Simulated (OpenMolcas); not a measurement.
# Se³⁺: CASSCF and CASPT2 terms and fine-structure levels, part 3 of 3

Wanted: the level scheme of Se³⁺ from active-space wave functions, then second-order correlation under several settings.

OpenMolcas 26.06; ANO-R1, X2C, active space 3 electrons in 4 orbitals (4s 4p), orbitals: ground spin, each parity.

## (9) CASPT2: IPEA 0.75, imaginary shift 0.4 (closed shells correlated: 3s 3p 3d)

a.inp

```
>>> COPY JOB001 $Project.JobIph
&CASPT2
Multistate=11 1 2 3 4 5 6 7 8 9 10 11
Frozen=2 3
IPEA=0.75
Imaginary=0.4
MaxIter=60
WThr=0.0 0.3 0.05
PrWF=0.5
NoMix
>>> COPY JOB002 $Project.JobIph
&CASPT2
Multistate=1 1
Frozen=2 3
IPEA=0.75
Imaginary=0.4
MaxIter=60
WThr=0.0 0.3 0.05
PrWF=0.5
NoMix
>>> COPY JOB003 $Project.JobIph
&CASPT2
Multistate=9 1 2 3 4 5 6 7 8 9
Frozen=2 3
IPEA=0.75
Imaginary=0.4
MaxIter=60
WThr=0.0 0.3 0.05
PrWF=0.5
NoMix
>>> COPY JOB004 $Project.JobIph
&CASPT2
Multistate=3 1 2 3
Frozen=2 3
IPEA=0.75
Imaginary=0.4
MaxIter=60
WThr=0.0 0.3 0.05
PrWF=0.5
NoMix
```

The program printed:

```text
Orbital specifications:
      -----------------------

      Symmetry species                           1   2
                                                ag  au
      Frozen orbitals                            2   3
      Inactive orbitals                          6   3
      Active orbitals                            1   3
      Secondary orbitals                        11  10
      Deleted orbitals                           0   0
      Number of basis functions                 20  19
Type of calculation                        MS-CASPT2
      Fock operator                              state-specific
      IPEA shift                                 0.75
      Real shift                                 0.00
      Imaginary shift                            0.40
      The input orbitals will be transformed to quasi-canonical
Reference energy:       -2425.9273703164
      E2 (Non-variational):      -0.4286684189
      Shift correction:          -0.0006980395
      E2 (Variational):          -0.4293664583
      Total energy:           -2426.3567367747
      Residual norm:              0.0000000417
      Reference weight:           0.96847
      Contributions to the CASPT2 correlation energy
      Active & Virtual Only:         -0.0168184378
      One Inactive Excited:          -0.0378394387
      Two Inactive Excited:          -0.3740105424
Reference energy:       -2425.9273703164
      E2 (Non-variational):      -0.4286684231
      Shift correction:          -0.0006980398
      E2 (Variational):          -0.4293664629
      Total energy:           -2426.3567367793
      Residual norm:              0.0000000417
      Reference weight:           0.96847
      Contributions to the CASPT2 correlation energy
      Active & Virtual Only:         -0.0168184423
      One Inactive Excited:          -0.0378394384
      Two Inactive Excited:          -0.3740105424
::    CASPT2 Root  1     Total energy:  -2426.35673677
::    CASPT2 Root  2     Total energy:  -2426.35673678
::    CASPT2 Root  3     Total energy:  -2426.35673677
::    CASPT2 Root  4     Total energy:  -2425.40378849
::    CASPT2 Root  5     Total energy:  -2425.40752610
::    CASPT2 Root  6     Total energy:  -2425.40475875
::    CASPT2 Root  7     Total energy:  -2425.40382211
::    CASPT2 Root  8     Total energy:  -2425.40390927
::    CASPT2 Root  9     Total energy:  -2425.31930696
::    CASPT2 Root 10     Total energy:  -2425.31930694
::    CASPT2 Root 11     Total energy:  -2425.31930691
::    MS-CASPT2 Root  1     Total energy:  -2426.35708377
::    MS-CASPT2 Root  2     Total energy:  -2426.35708377
::    MS-CASPT2 Root  3     Total energy:  -2426.35708376
::    MS-CASPT2 Root  4     Total energy:  -2425.40851885
::    MS-CASPT2 Root  5     Total energy:  -2425.40509270
::    MS-CASPT2 Root  6     Total energy:  -2425.40434501
::    MS-CASPT2 Root  7     Total energy:  -2425.40388819
::    MS-CASPT2 Root  8     Total energy:  -2425.40197021
::    MS-CASPT2 Root  9     Total energy:  -2425.31895986
::    MS-CASPT2 Root 10     Total energy:  -2425.31895923
::    MS-CASPT2 Root 11     Total energy:  -2425.31895051
Orbital specifications:
      -----------------------

      Symmetry species                           1   2
                                                ag  au
      Frozen orbitals                            2   3
      Inactive orbitals                          6   3
      Active orbitals                            1   3
      Secondary orbitals                        11  10
      Deleted orbitals                           0   0
      Number of basis functions                 20  19
Type of calculation                        SS-CASPT2
      Fock operator                              state-specific
      IPEA shift                                 0.75
      Real shift                                 0.00
      Imaginary shift                            0.40
      The input orbitals will be transformed to quasi-canonical
Reference energy:       -2425.0205125227
      E2 (Non-variational):      -0.4306135216
      Shift correction:          -0.0006700214
      E2 (Variational):          -0.4312835430
      Total energy:           -2425.4517960657
      Residual norm:              0.0000004710
      Reference weight:           0.96880
      Contributions to the CASPT2 correlation energy
      Active & Virtual Only:         -0.0124695933
      One Inactive Excited:          -0.0458225990
      Two Inactive Excited:          -0.3723213293
::    CASPT2 Root  1     Total energy:  -2425.45179607
Orbital specifications:
      -----------------------

      Symmetry species                           1   2
                                                ag  au
      Frozen orbitals                            2   3
      Inactive orbitals                          6   3
      Active orbitals                            1   3
      Secondary orbitals                        11  10
      Deleted orbitals                           0   0
      Number of basis functions                 20  19
Type of calculation                        MS-CASPT2
      Fock operator                              state-specific
      IPEA shift                                 0.75
      Real shift                                 0.00
      Imaginary shift                            0.40
      The input orbitals will be transformed to quasi-canonical
Reference energy:       -2425.4343500208
      E2 (Non-variational):      -0.4451456317
      Shift correction:          -0.0033157951
      E2 (Variational):          -0.4484614269
      Total energy:           -2425.8828114477
      Residual norm:              0.0000009823
      Reference weight:           0.95479
      Contributions to the CASPT2 correlation energy
      Active & Virtual Only:         -0.0327604830
      One Inactive Excited:          -0.0389350564
      Two Inactive Excited:          -0.3734500923
Reference energy:       -2425.4343500208
      E2 (Non-variational):      -0.4451581429
      Shift correction:          -0.0033177221
      E2 (Variational):          -0.4484758650
      Total energy:           -2425.8828258858
      Residual norm:              0.0000000273
      Reference weight:           0.95478
      Contributions to the CASPT2 correlation energy
      Active & Virtual Only:         -0.0327682272
      One Inactive Excited:          -0.0389470552
      Two Inactive Excited:          -0.3734428604
::    CASPT2 Root  1     Total energy:  -2425.88281145
::    CASPT2 Root  2     Total energy:  -2425.88282589
::    CASPT2 Root  3     Total energy:  -2425.88282536
::    CASPT2 Root  4     Total energy:  -2425.88281138
::    CASPT2 Root  5     Total energy:  -2425.88281631
::    CASPT2 Root  6     Total energy:  -2425.78361845
::    CASPT2 Root  7     Total energy:  -2425.73425991
::    CASPT2 Root  8     Total energy:  -2425.73425991
::    CASPT2 Root  9     Total energy:  -2425.73425991
::    MS-CASPT2 Root  1     Total energy:  -2425.88283414
::    MS-CASPT2 Root  2     Total energy:  -2425.88282784
::    MS-CASPT2 Root  3     Total energy:  -2425.88281990
::    MS-CASPT2 Root  4     Total energy:  -2425.88281119
::    MS-CASPT2 Root  5     Total energy:  -2425.88280312
::    MS-CASPT2 Root  6     Total energy:  -2425.78361265
::    MS-CASPT2 Root  7     Total energy:  -2425.73425991
::    MS-CASPT2 Root  8     Total energy:  -2425.73425991
::    MS-CASPT2 Root  9     Total energy:  -2425.73425991
Orbital specifications:
      -----------------------

      Symmetry species                           1   2
                                                ag  au
      Frozen orbitals                            2   3
      Inactive orbitals                          6   3
      Active orbitals                            1   3
      Secondary orbitals                        11  10
      Deleted orbitals                           0   0
      Number of basis functions                 20  19
Type of calculation                        MS-CASPT2
      Fock operator                              state-specific
      IPEA shift                                 0.75
      Real shift                                 0.00
      Imaginary shift                            0.40
      The input orbitals will be transformed to quasi-canonical
Reference energy:       -2425.6063371002
      E2 (Non-variational):      -0.4133332664
      Shift correction:          -0.0007162369
      E2 (Variational):          -0.4140495033
      Total energy:           -2426.0203866034
      Residual norm:              0.0000009692
      Reference weight:           0.97059
      Contributions to the CASPT2 correlation energy
      Active & Virtual Only:         -0.0094463782
      One Inactive Excited:          -0.0305915287
      Two Inactive Excited:          -0.3732953595
Reference energy:       -2425.6063371002
      E2 (Non-variational):      -0.4133332664
      Shift correction:          -0.0007162369
      E2 (Variational):          -0.4140495033
      Total energy:           -2426.0203866034
      Residual norm:              0.0000009692
      Reference weight:           0.97059
      Contributions to the CASPT2 correlation energy
      Active & Virtual Only:         -0.0094463782
      One Inactive Excited:          -0.0305915287
      Two Inactive Excited:          -0.3732953595
::    CASPT2 Root  1     Total energy:  -2426.02038660
::    CASPT2 Root  2     Total energy:  -2426.02038660
::    CASPT2 Root  3     Total energy:  -2426.02038660
::    MS-CASPT2 Root  1     Total energy:  -2426.02038660
::    MS-CASPT2 Root  2     Total energy:  -2426.02038660
::    MS-CASPT2 Root  3     Total energy:  -2426.02038660
```

Time for this run: 3 s (1 thread of Intel Xeon Platinum 8488C (Sapphire Rapids), shared host).

SS-CASPT2: lowest energy less the reference's lowest, -0.4294 hartree; reference weights 0.935 to 0.971. These are the single-state energies of the run (the lines without MS-).

Fine-structure levels, from the RASSI matrix with the averaged CASPT2 term energies on its diagonal:

```csv
Configuration,Term,J,E (cm⁻¹),g,Leading %,Second
4s² 4p,²P°,1/2,0.0,0.666,100,
4s² 4p,²P°,3/2,4030,1.334,100,
4s 4p²,⁴P,1/2,74070,2.668,100,
4s 4p²,⁴P,3/2,75570,1.734,100,
4s 4p²,⁴P,5/2,77730,1.600,100,
4s 4p²,²D,3/2,106630,0.802,100,
4s 4p²,²D,5/2,106830,1.202,100,
4s 4p²,²S,1/2,128150,1.937,95,5 ²P
4s 4p²,²P,1/2,138010,0.734,95,5 ²S
4s 4p²,²P,3/2,140310,1.333,100,
4p³,⁴S°,3/2,201040,1.995,99,
4p³,²D°,3/2,211160,0.814,98,2 ²P°
4p³,²D°,5/2,211620,1.200,100,
4p³,²P°,1/2,230320,0.666,100,
4p³,²P°,3/2,231130,1.327,97,2 ²D°
```

## (10) CASPT2: IPEA 0.2, imaginary shift 0.4 (closed shells correlated: 3s 3p 3d), extended multistate

a.inp

```
>>> COPY JOB001 $Project.JobIph
&CASPT2
XMultistate=11 1 2 3 4 5 6 7 8 9 10 11
Frozen=2 3
IPEA=0.2
Imaginary=0.4
MaxIter=60
WThr=0.0 0.3 0.05
PrWF=0.5
NoMix
>>> COPY JOB002 $Project.JobIph
&CASPT2
Multistate=1 1
Frozen=2 3
IPEA=0.2
Imaginary=0.4
MaxIter=60
WThr=0.0 0.3 0.05
PrWF=0.5
NoMix
>>> COPY JOB003 $Project.JobIph
&CASPT2
XMultistate=9 1 2 3 4 5 6 7 8 9
Frozen=2 3
IPEA=0.2
Imaginary=0.4
MaxIter=60
WThr=0.0 0.3 0.05
PrWF=0.5
NoMix
>>> COPY JOB004 $Project.JobIph
&CASPT2
XMultistate=3 1 2 3
Frozen=2 3
IPEA=0.2
Imaginary=0.4
MaxIter=60
WThr=0.0 0.3 0.05
PrWF=0.5
NoMix
```

Command:

```console
> OMP_NUM_THREADS=1 MOLCAS_MEM=2252 MOLCAS_PROJECT=a pymolcas a.inp > a.log
```

The program printed, cut to the lines that bear on the results:

```text
[...]
      Active orbitals                            1   3
[...]
      E2 (Variational):          -0.4484282799
      Total energy:           -2426.3757985963
[...]
::    XMS-CASPT2 Root  1     Total energy:  -2426.37016023
::    XMS-CASPT2 Root  2     Total energy:  -2426.37012785
[...]
::    XMS-CASPT2 Root  9     Total energy:  -2425.75748913
[...]
      Reference weight:           0.96720
[...]
::    XMS-CASPT2 Root  1     Total energy:  -2426.02546467
::    XMS-CASPT2 Root  2     Total energy:  -2426.02545253
::    XMS-CASPT2 Root  3     Total energy:  -2426.02545236
```

This run took 2.6 s in all on 1 thread of Intel Xeon Platinum 8488C (Sapphire Rapids), shared host.

XMS-CASPT2: lowest energy less the reference's lowest, -0.4427 hartree; reference weights 0.916 to 0.967.

Levels with spin-orbit coupling, from the RASSI matrix with the averaged CASPT2 term energies on its diagonal:

```json
{"Configuration": "4s² 4p", "Term": "²P°", "J": "1/2", "E (cm⁻¹)": "0.0", "Leading %": "100", "Second": ""}
{"Configuration": "4s² 4p", "Term": "²P°", "J": "3/2", "E (cm⁻¹)": "4040", "Leading %": "100", "Second": ""}
{"Configuration": "4s 4p²", "Term": "⁴P", "J": "1/2", "E (cm⁻¹)": "75890", "Leading %": "100", "Second": ""}
{"Configuration": "4s 4p²", "Term": "⁴P", "J": "3/2", "E (cm⁻¹)": "77400", "Leading %": "100", "Second": ""}
{"Configuration": "4s 4p²", "Term": "⁴P", "J": "5/2", "E (cm⁻¹)": "79560", "Leading %": "99", "Second": ""}
{"Configuration": "4s 4p²", "Term": "²D", "J": "3/2", "E (cm⁻¹)": "105820", "Leading %": "100", "Second": ""}
{"Configuration": "4s 4p²", "Term": "²D", "J": "5/2", "E (cm⁻¹)": "106040", "Leading %": "99", "Second": ""}
{"Configuration": "4s 4p²", "Term": "²S", "J": "1/2", "E (cm⁻¹)": "127910", "Leading %": "91", "Second": "8 ²P"}
{"Configuration": "4s 4p²", "Term": "²P", "J": "1/2", "E (cm⁻¹)": "135730", "Leading %": "92", "Second": "8 ²S"}
{"Configuration": "4s 4p²", "Term": "²P", "J": "3/2", "E (cm⁻¹)": "137880", "Leading %": "100", "Second": ""}
{"Configuration": "4p³", "Term": "⁴S°", "J": "3/2", "E (cm⁻¹)": "202700", "Leading %": "98", "Second": ""}
{"Configuration": "4p³", "Term": "²D°", "J": "3/2", "E (cm⁻¹)": "207820", "Leading %": "97", "Second": "2 ²P°"}
{"Configuration": "4p³", "Term": "²D°", "J": "5/2", "E (cm⁻¹)": "208260", "Leading %": "100", "Second": ""}
{"Configuration": "4p³", "Term": "²P°", "J": "1/2", "E (cm⁻¹)": "227280", "Leading %": "100", "Second": ""}
{"Configuration": "4p³", "Term": "²P°", "J": "3/2", "E (cm⁻¹)": "228120", "Leading %": "97", "Second": "2 ²D°"}
```

## (11) The methods side by side

A. CASSCF
B. SS-CASPT2, IPEA 0.6, imaginary shift 0.15 (closed shells correlated: 3d)
C. SS-CASPT2, IPEA 0.75, imaginary shift 0.4 (closed shells correlated: 3s 3p 3d)
D. XMS-CASPT2, IPEA 0.2, imaginary shift 0.4 (closed shells correlated: 3s 3p 3d)

Energies in cm⁻¹ above each method's lowest level; measured values from Moore, Atomic Energy Levels, vol. II, NSRDS-NBS 35 (1971 reprint of NBS Circular 467, 1952).

```tsv
level	A	B	C	D	measured
4s² 4p ²P°_1/2	0.0	0.0	0.0	0.0	0.0
4s² 4p ²P°_3/2	4027	4030	4030	4040	4376
4s 4p² ⁴P_1/2	70722	73810	74070	75890	
4s 4p² ⁴P_3/2	72215	75320	75570	77400	
4s 4p² ⁴P_5/2	74396	77470	77730	79560	
4s 4p² ²D_3/2	110823	105800	106630	105820	104211
4s 4p² ²D_5/2	110992	106000	106830	106040	104706
4s 4p² ²S_1/2	130441	128000	128150	127910	128787
4s 4p² ²P_1/2	145497	137480	138010	135730	136134
4s 4p² ²P_3/2	147969	139760	140310	137880	138354
4p³ ⁴S°_3/2	201526	200360	201040	202700	
4p³ ²D°_3/2	221107	209570	211160	207820	
4p³ ²D°_5/2	221581	210020	211620	208260	
4p³ ²P°_1/2	240038	229180	230320	227280	
4p³ ²P°_3/2	240798	229990	231130	228120
```

Mean absolute deviation from the 6 measured excited levels that all methods hold: A 5600 cm⁻¹, B 1100 cm⁻¹, C 1600 cm⁻¹, D 840 cm⁻¹.

## (12) Results

The summary covers parts 1 to 3.

```
                                                  quantity                                                                     value
                                                    method  SS-CASPT2, IPEA 0.6, imaginary shift 0.15 (closed shells correlated: 3d)
                                              lowest level                             4s² 4p ²P°_1/2, 100 % of that term, g = 0.666
                               ground level listed by NIST                                                                    2P°1/2
                                       first excited level                                               4s² 4p ²P°_3/2 at 4030 cm⁻¹
                              lowest level of another term                                               4s 4p² ⁴P_1/2 at 73810 cm⁻¹
                   spin-orbit lowering of the lowest level                                                                 2686 cm⁻¹
strongest of the lines computed, by gA, at CASSCF energies                4s 4p² ²P_3/2 → 4s² 4p ²P°_3/2, 69.47 nm, A = 1.31e+10 s⁻¹
```

Cost and accuracy by method:

```tsv
method	time of its own steps	time with the reference	mean absolute difference from the measured levels (cm-1)
A. CASSCF	15 s	15 s	5600
B. SS-CASPT2, IPEA 0.6, imaginary shift 0.15, +3d	2.5 s	17 s	1100
C. SS-CASPT2, IPEA 0.75, imaginary shift 0.4, +3s 3p 3d	3 s	18 s	1600
D. XMS-CASPT2, IPEA 0.2, imaginary shift 0.4, +3s 3p 3d	2.6 s	17 s	840
```

Times are of one thread on a shared host.

The multiplet ²P° is regular. Method D lies closest to the measured levels (840 cm⁻¹ on average) and A farthest (5600). Only the configurations of the active space and the roots asked for are present. The quartets rest on orbitals optimised for another spin in at least one step, which raises them against the optimised states. CASPT2 does not keep the components of a term degenerate, and the means are used. No d shell is active. The basis is small and contracted for the neutral atom, so it is rough for this charge. Levels of other configurations are missing from the list.
